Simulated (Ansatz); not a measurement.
Here is an Ansatz input file for C, space group Fd-3m. Write the same calculation for the Python package.

```yaml
crystal:
  lattice:
    - [0.0, 1.78337, 1.78337]
    - [1.78337, 0.0, 1.78337]
    - [1.78337, 1.78337, 0.0]
  atoms:
    - { symbol: C, position: [0.0, 0.0, 0.0] }
    - { symbol: C, position: [0.25, 0.25, 0.25] }
kpoints:
  mp_grid:
    grid: [10, 10, 10]
hamiltonian:
  xc: pbe
scf:
  n_extra_bands: 10
  occupations:
    method: fixed
output:
  dos:
    de: 0.1
    projected: true
```

`c.py`:
```python
"""Projected density of states of C."""

import warnings

import ansatz as az
from ase import Atoms
import numpy as np


def main() -> None:
    warnings.simplefilter("ignore", az.DeckWarning)

    atoms = Atoms(
        ["C", "C"],
        scaled_positions=[
            (0.0, 0.0, 0.0),
            (0.25, 0.25, 0.25),
        ],
        cell=[
            (0.0, 1.78337, 1.78337),
            (1.78337, 0.0, 1.78337),
            (1.78337, 1.78337, 0.0),
        ],
        pbc=True,
    )
    structure = az.Crystal.from_ase(atoms)

    calc = (
        structure.calculation()
        .functional(az.Functional.PBE)
        .kpoints(10)
        .occupations(az.OccupationsMethod.FIXED)
        .scf(extra_bands=10)
        .density_of_states(projected=True, energy_step=0.1)
    )
    planned = calc.session().plan(threads=1)
    facts = planned.describe()
    print("plan:", facts["n_bands"], "bands,", len(facts["kpoints_frac"]), "k-points, plane waves", facts["n_pw_range"], "grid", facts["fft_dense"])
    out = planned.execute()
    rep = out.report

    dos = out.density_of_states()
    energy = np.asarray(dos.energies_ev) - dos.fermi_ev
    curves = {}
    for site in out.projected_density_of_states().sites:
        for shell in site.shells:
            weight = sum(np.sum(curve.g_bin_mean_per_ev, axis=0) for curve in shell.curves)
            name = f"{site.species} {shell.label}"
            curves[name] = curves.get(name, 0) + weight

    step = energy[1] - energy[0]
    windows = [(-6, -3), (-3, 0), (0, 6)]
    print("states by shell in windows of E - E_F (eV):", windows)
    for name, g in curves.items():
        print(f"{name:8s}", " ".join(f"{step * g[(energy >= a) & (energy < b)].sum():8.3f}" for a, b in windows))
    filled = (energy < 0) & (energy > -6)
    for name, g in curves.items():
        if g[filled].sum() * step > 0.5:
            print(f"centre of {name}: {np.average(energy[filled], weights=g[filled]):.2f} eV")


if __name__ == "__main__":
    main()
```

Output of `python c.py`:
```text
plan: 14 bands, 47 k-points, plane waves [216, 229] grid [18, 18, 18]
states by shell in windows of E - E_F (eV): [(-6, -3), (-3, 0), (0, 6)]
C 2S        0.100    0.019    0.129
C 2P        2.073    0.705    0.235
centre of C 2P: -3.93 eV
```

What to keep in mind:
- Semilocal gaps usually lie well under measured ones.
- Under fixed occupations the level called the Fermi level is the highest filled one on the SCF mesh; off the mesh a filled band can lie a little above it.
- The crystal has a gap of about 4.18 eV on the mesh; bins of finite width blur the band edges.
- Curves are summed over the cell's atoms. Only shells that the potentials hold have channels, so projections don't add up to the total, least of all where a shell is missing (p of most metals); heights and places of peaks move with the mesh.
- The density of states is complete only as far up as bands were computed.
- A band centre counts only the states inside the window taken.
- Hardware and time: 1.2 s on 1 thread of Arm Neoverse V1 (shared host), peak memory 0.3 GiB.

(Lines on the test bed's own set-up are left out of the output.)
